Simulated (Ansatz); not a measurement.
**Yttrium, fcc under m-r²SCAN: structure, energy and stiffness**

The plan for yttrium in the fcc structure: relax it, solve it on a dense k-mesh, then scale the cell to 7 volumes from 88 to 112 % of the relaxed one and try a fit of the equation of state. The start is ferromagnetic. The k-meshes are 11×11×11 for the relaxation; 17×17×17 for the dense run; 12×12×12 for the volumes.

This is Y in the fcc structure; at room conditions it is hcp.

Program: Ansatz 0.2.0. Level of theory: DFT m-r2SCAN, plane waves (500 eV) with PAW, scalar-relativistic; PBE-made PAW files; m-r²SCAN is r²SCAN on the gauge-invariant kinetic-energy density. These are calculated values, not measurements.

## 1. The structure to begin with

It takes space group Fm-3m (No. 225, cubic). The conventional cell has a = 5.092 Å, b = 5.092 Å, c = 5.092 Å, α = 90.00°, β = 90.00°, γ = 90.00°. Around Y (site symmetry m-3m) lie 12 Y at 3.60 Å.

Structure file:

```
CELL_PARAMETERS angstrom
0.00000 2.54612 2.54612
2.54612 0.00000 2.54612
2.54612 2.54612 0.00000
ATOMIC_POSITIONS crystal
Y 0.00000 0.00000 0.00000
```

The atoms start with moments of +1 μB.

## 2. Geometry optimisation

input.yaml

```yaml
crystal:
  lattice:
    - [0.0, 2.5461215815, 2.5461215815]
    - [2.5461215815, 0.0, 2.5461215815]
    - [2.5461215815, 2.5461215815, 0.0]
  atoms:
    - { symbol: "Y", position: [0.0, 0.0, 0.0], spin: 1.0 }
hamiltonian:
  xc: mr2scan
  pseudopotentials:
    kind: paw
    azcp:
      "Y": "pseudopotentials/Y.paw.azcp"
basis:
  ecutwfc: 500
  fft_grid_basis: typed
kpoints:
  mp_grid: { grid: [11, 11, 11], shift: [0, 0, 0] }
magnetization:
  spin_polarized: true
scf:
  occupations: { method: fermi_dirac, width: 0.05 }
relax:
  max_steps: 60
  f_tol: 0.01
  cell: {}
```

Run with:

```sh
$ ansatz run input.yaml --threads 2 --pin off --max-ram 6144MiB --backend cpu --events-out ev --progress --plain --runs-dir out
```

The runs that follow: Single point on a dense mesh; At 88 % of the relaxed volume; At 92 % of the relaxed volume; At 96 % of the relaxed volume; At 100 % of the relaxed volume; At 104 % of the relaxed volume; At 108 % of the relaxed volume; At 112 % of the relaxed volume.

**Question.** What will these runs give? Wanted: space group; conventional cell; volume; shortest distance; gap on the mesh; magnetic state.

As calculated:

```
                      quantity                         value
space group (spins left aside)               Fm-3m (No. 225)
             conventional cell                   a = 5.101 Å
                        volume                33.179 Å³/atom
             shortest distance                       3.607 Å
               gap on the mesh  none (levels filled in part)
                magnetic state                  non-magnetic
```

**Reading.** The relaxation enlarged the cell by 0.5 % in volume. The starting moments do not survive. Levels at the Fermi energy are filled in part, as in a metal. The symmetry was held, so the structure may be unstable against distortions that break it.
